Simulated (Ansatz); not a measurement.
A nudged elastic band was laid between two geometries of a periodic cell of 18 atoms, W4C4F (surface WC(001), adsorbate F2, already come apart at the first end).

Theory: DFT PBE, scalar-relativistic, plane waves, PAW (Ansatz 0.2.0). Settings: PAW set soft_1, cutoff 420 eV, k mesh 5x5x1, gaussian smearing 0.15 eV, no spin polarisation.

```
movable images  : 7
climbing image  : yes
spring          : 10.0 eV/Å²
optimiser       : quadratic models (default)
start path      : IDPP
force threshold : 0.05 eV/Å
iteration limit : 15
end points      : relaxed
atoms held      : 1, 5, 9, 13
```

Initial state:

```xyz
18
Lattice="5.6723 0.0000 0.0000 -2.8361 4.9123 0.0000 0.0000 0.0000 16.1797" Properties=species:S:1:pos:R:3
W 0.000 0.000 1.000
C 1.420 0.820 2.337
W 0.000 0.000 3.874
C 1.375 0.793 5.056
W -1.418 2.456 1.000
C 0.002 3.276 2.337
W -1.418 2.456 3.874
C -0.043 3.250 5.056
W 2.836 0.000 1.000
C 4.251 0.817 2.353
W 2.827 -0.005 3.900
C 4.277 0.832 5.202
W 1.418 2.456 1.000
C 2.833 3.273 2.353
W 1.409 2.451 3.901
C 2.860 3.288 5.202
F -1.439 0.805 6.532
F -2.855 3.262 6.532
```

Final state:

Only the atoms that move by more than 0.05 Å are listed.
```
C4 1.418 0.792 5.202
C8 0.000 3.325 5.057
C16 2.836 3.325 5.057
F18 -4.254 0.843 6.532
```

Q: What changes between the two ends?

A: Contacts lost: C16–F18. Contacts made: C4–F18. The atom that moves furthest is F18, by 2.79 Å; four of its nearest neighbours are C16 1.33, F17 2.83, W15 3.09, W7 3.13 Å at the first end and C4 1.33, F17 2.84, W15 3.09, W11 3.13 Å at the last.

Q: What energy profile does the band end with?

A: The run converged. The highest image is number 4 of 0 to 8, 2.36 eV above the ends, which have the same energy within 2 meV. The order of the point at the top wasn't checked. Limits of this set-up: coarse k mesh, thin slab, slab without dipole correction, no dispersion correction for a molecule that may bind weakly, a typed lattice constant that wasn't relaxed here.

| image | path coordinate (Å) | energy (eV) | C16–F18 (Å) | C4–F18 (Å) |
| --- | --- | --- | --- | --- |
| 0 | 0.00 | 0.00 | 1.33 | 3.18 |
| 1 | 0.38 | 0.11 | 1.33 | 2.95 |
| 2 | 0.77 | 0.52 | 1.35 | 2.60 |
| 3 | 1.15 | 1.43 | 1.50 | 2.22 |
| 4 | 1.53 | 2.36 | 1.89 | 1.89 |
| 5 | 1.92 | 1.43 | 2.22 | 1.50 |
| 6 | 2.30 | 0.52 | 2.60 | 1.35 |
| 7 | 2.69 | 0.11 | 2.95 | 1.33 |
| 8 | 3.07 | 0.00 | 3.18 | 1.33 |

Q: What is the geometry of the highest image?

A: 
```xyz
18
Lattice="5.6723 0.0000 0.0000 -2.8361 4.9123 0.0000 0.0000 0.0000 16.1797" Properties=species:S:1:pos:R:3:forces:R:3
W 0.000 0.000 1.000 -0.04 0.02 0.40
C 1.411 0.815 2.345 0.00 0.00 0.00
W 0.006 -0.003 3.947 0.01 -0.01 0.00
C 1.489 0.859 5.096 -0.01 -0.03 -0.01
W -1.418 2.456 1.000 -0.12 -0.19 -0.03
C -0.017 3.285 2.317 0.00 0.00 0.00
W -1.420 2.454 3.889 0.00 0.00 0.01
C 0.000 3.275 5.020 -0.02 0.01 0.00
W 2.836 0.000 1.000 0.11 0.20 -0.03
C 4.264 0.813 2.381 0.00 0.00 -0.01
W 2.837 0.003 3.889 0.00 0.00 0.01
C 4.271 0.809 5.237 -0.01 0.01 0.02
W 1.418 2.456 1.000 0.06 -0.04 -0.34
C 2.836 3.283 2.345 0.00 0.00 0.00
W 1.395 2.470 3.820 0.01 -0.01 0.00
C 2.837 3.193 5.096 0.02 0.02 -0.01
F -1.398 0.807 6.561 0.00 0.00 -0.02
F -3.648 2.106 6.415 -0.01 0.01 0.00
```

The band took 7 iterations and about 60 core-minutes.

Run time: 17 min on 4 threads of Arm Neoverse V1, with other jobs on the host, peak memory 3.5 GiB.
